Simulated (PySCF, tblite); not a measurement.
# C₃H₇O₃Si radical: geometry, infrared bands and EPR parameters

Aim: predict the infrared bands and EPR parameters of C₃H₇O₃Si radical (`C[C]([SiH2]O)C(=O)O`).

Computed with tblite 0.8.0 and PySCF 2.14.0, with density-fitted response routines of our own, on a single molecule in the gas phase. Atoms count from 0, in the outputs and in this text.

**1. Starting geometry**

14 atoms, charge 0, multiplicity 2; geometry from: force field or distance geometry start.

Bonds of the start (Å): C0–C1 1.51, C1–Si2 1.79, Si2–O3 1.67, C1–C4 1.45, C4–O5 1.22, C4–O6 1.34, C0–H7 1.10, C0–H8 1.10, C0–H9 1.08, Si2–H10 1.48, Si2–H11 1.49, O3–H12 0.97, O6–H13 0.98.

**2. Optimising the geometry with GFN2-xTB**

What the job is given:

```
{"job": {"kind": "relax", "xc": "GFN2-xTB", "basis": "xTB"}, "charge": 0, "multiplicity": 2}
C      1.041400    -1.324900     0.465900
C      0.158500    -0.182600     0.036700
Si    -1.418500    -0.489300    -0.760200
O     -2.518600     0.750400    -0.545400
C      0.580300     1.191400     0.261700
O     -0.067100     2.190800    -0.016200
O      1.803500     1.273700     0.797000
H      1.263100    -1.254000     1.541500
H      0.576100    -2.302800     0.291800
H      1.975200    -1.305000    -0.079800
H     -1.222600    -0.663700    -2.220100
H     -2.026500    -1.742700    -0.244900
H     -2.118100     1.627200    -0.441300
H      1.972700     2.230900     0.891100
```

On the command line:

```
$ OMP_NUM_THREADS=1 python probes_run.py task.json out
```

This one command runs all jobs of the session in turn.

**Question.** This job is followed by: GFN2-xTB harmonic vibrations, gas phase; UKS B3LYP, pcH-1 on C H O Si, non-relativistic, mean-field spin-orbit, GIAO. What will the session give for the following? strongest single infrared mode (GFN2-xTB); zero-point energy (GFN2-xTB); g(iso) (B3LYP); ⟨S²⟩; largest a(iso) (averaged by class); surface potential, 1st and 99th percentile.

As calculated:

| quantity | value |
| --- | --- |
| strongest single infrared mode (GFN2-xTB) | 895 cm⁻¹, 508 km/mol |
| zero-point energy (GFN2-xTB) | 59.7 kcal/mol |
| g(iso) (B3LYP) | 2.00368 |
| ⟨S²⟩ | 0.757 (exact 0.75) |
| largest a(iso) (averaged by class) | 1H on H7, H8, H9, 71.7 MHz |
| surface potential, 1st and 99th percentile | -1.64 V and 2.60 V |

Over 70 steps the energy fell by 0.271 eV; of the close pairs, C1–Si2 changed most, 1.793 to 1.883 Å. No mode is imaginary among the 36: a minimum at this level. The strongest single mode, at 895 cm⁻¹, moves mainly H12. Unscaled tight-binding wavenumbers are off by several per cent, some by more. Its intensities can rank the bands wrongly. C1 carries the largest spin population, 0.82 e. The isotropic g lies 1.4 ppt above the free-electron value.
